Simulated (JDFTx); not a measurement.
## HfB: single point with PBE

Crystal: HfB.

```xyz
2
Lattice="0.0000 2.3100 2.3100 2.3100 0.0000 2.3100 2.3100 2.3100 0.0000" Properties=species:S:1:pos:R:3 pbc="T T T"
Hf    2.3100    2.3100    2.3100
B     0.0000    0.0000    0.0000
```

* Program: JDFTx 1.7.0 (patched build)
* Task: single point
* Functional: PBE
* Potentials or basis: PseudoDojo-SR-PBE-0.5-standard
* Cutoff: 1034 eV
* Density cutoff: 4136 eV
* k mesh: 10 × 10 × 10
* Occupations: fermi-dirac, width 0.05 eV
* Spin: no spin polarisation
* Bands: 13
* Density cutoff over wavefunction cutoff: 4
* Max SCF steps: 100
* SCF threshold on the energy: 1e-08 Ha
* Solver of the electrons: scf
* Further solve for the empty bands: yes

```json
{
  "Pressure": "30.7 GPa",
  "Band gap on the k mesh": "none (metal or under the smearing width)",
  "Loewdin charges": "Hf +0.54; B -0.52 e"
}
```

Levels at points of the mesh, in eV from the Fermi level:
| k point | band 5 | band 6 | band 7 | band 8 | band 9 | band 10 |
| --- | --- | --- | --- | --- | --- | --- |
| (0.00, 0.00, 0.00) | -9.55 | 2.23 | 2.23 | 2.23 | 3.99 | 3.99 |
| (0.00, 0.00, 0.50) | -5.00 | -4.04 | -1.37 | -1.37 | 6.57 | 6.57 |
| (0.00, 0.50, 0.50) | -6.73 | -1.07 | -0.90 | 2.39 | 2.39 | 6.28 |

Run time: 43 s on 1 thread of Arm Neoverse V2 (shared host), peak memory 0.1 GiB.

Caveat: a pressure of tens of GPa on the cell as given is suspect, and the run, the potentials or the cell itself is likely at fault. Spin-orbit coupling is left out, which matters for the levels of Hf.
